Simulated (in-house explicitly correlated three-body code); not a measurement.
**Cr²²⁺: exact states and exact Kohn–Sham parts**

Aim: the lowest states of Cr²²⁺ to near-exact accuracy, with their sizes and correlation, then the exact Kohn–Sham parts of the ground state and the errors of common functionals.

Method: two electrons, non-relativistic, variational in exponentially correlated functions. Code: in-house explicitly correlated three-body code version 1.

## 1. What is computed

* charge of the centre: +24
* mass of the centre: infinite
* interactions: Coulomb
* basis: 260 functions exp(−a r1 − b r2 − g r12) a state, exponent ranges optimised
* units: hartree and bohr; relativity and QED are left out

## 2. Input and results

Settings:

```ini
Z = 24.0
interaction_strength = 1.0
functions = 260
states_tried = 13
```

The run is started by

```console
> python run_hyl.py task.json out
```

Q: Predict the outcome of this session. Wanted: ground-state energy; binding of the second electron; ⟨r12⟩, ⟨cos θ12⟩; resonance line 1 ¹S–2 ¹P; polarisability of the ground state; Ts, Ex, Ec; exact less Hartree–Fock.

**Answer**, as computed:

| quantity | value |
| --- | --- |
| ground-state energy | -561.15730494 hartree |
| binding of the second electron | 7433.0 eV |
| ⟨r12⟩, ⟨cos θ12⟩ | 0.09296 bohr, -0.0055 |
| resonance line 1 ¹S–2 ¹P | 5639.2 eV, f = 0.7873 |
| polarisability of the ground state | 2.8827e-05 bohr³ |
| Ts, Ex, Ec (Kohn–Sham) | 561.11149, -14.77778, -0.04622 hartree |
| exact less Hartree–Fock | -0.04626 hartree |

The second electron is bound by 7433 eV, and the mean cosine of -0.006 shows the electrons leaning only slightly to opposite sides. The virial ratio −T/E is 1.0000000, where an exact Coulomb state gives 1. Exchange puts 2 ³S 26.9 eV under 2 ¹S. On the exact density SCAN errs least (-2.9 millihartree) and LDA PW92 most (+1892.2). Self-consistent top levels of the semilocal functionals lie +130.8 to +167.3 eV from minus the binding energy, the exact Kohn–Sham level. For so high a charge relativity is large, so this is a model system.
